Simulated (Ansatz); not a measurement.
**Tl (hcp type): a single-point run**

Wanted: a converged single-point run for Tl (hcp type), and a check of what comes out. The structure is shown as the input types it.

Method: DFT, PBEsol, PAW with other files of Ansatz's library (level accurate), scalar-relativistic, in Ansatz 0.2.0.

### Step 1. The structure to begin with

It takes space group P6_3/mmc (No. 194, hexagonal). Conventional cell: a = 2.629 Å, b = 2.629 Å, c = 4.298 Å, α = 90.00°, β = 90.00°, γ = 120.00°. Tl (site symmetry -6m2) is surrounded by 12 Tl at 2.63 Å.

As a file:

```cif
data_structure
_symmetry_space_group_name_H-M 'P6_3/mmc'
_symmetry_Int_Tables_number 194
_cell_length_a 2.6293
_cell_length_b 2.6293
_cell_length_c 4.2975
_cell_angle_alpha 90.000
_cell_angle_beta 90.000
_cell_angle_gamma 120.000
_cell_volume 25.73
loop_
_atom_site_label
_atom_site_type_symbol
_atom_site_symmetry_multiplicity
_atom_site_Wyckoff_symbol
_atom_site_fract_x
_atom_site_fract_y
_atom_site_fract_z
_atom_site_occupancy
Tl1 Tl 2 c 0.33333 0.66667 0.25000 1
```

### Step 2. The run

Input file input.yaml:

```yaml
crystal:
  lattice:
    - [2.6292633456, 0.0, 0.0]
    - [-1.3146316728, 2.2770088506, 0.0]
    - [0.0, 0.0, 4.2975006021]
  atoms:
    - { symbol: Tl, position: [0.3333333333, 0.6666666667, 0.25] }
    - { symbol: Tl, position: [0.6666666667, 0.3333333333, 0.75] }
kpoints:
  mp_grid: { grid: [14, 14, 8] }
scf:
  occupations: { method: fermi_dirac, width: 0.08 }
  max_iter: 80
hamiltonian:
  xc: pbesol
  pseudopotentials: { kind: paw, level: accurate }
output:
  forces: true
  stress: true
  eigenvalues: true
total_charge: 0.5
```

Run with:

```
$ ansatz run input.yaml --threads 1 --pin off --max-ram 2048MiB --backend cpu --events-out ev --progress --plain --runs-dir out
```

What happens when this is run?

The run converged and reported no error. It gives a pressure of 255 GPa, which is large; a structure far from rest gives such values too, whatever the setting.

The suspect setting: total_charge is 0.5. With this charge the calculation describes a differently charged system.

Run again and compare: delete total_charge (the default then holds).
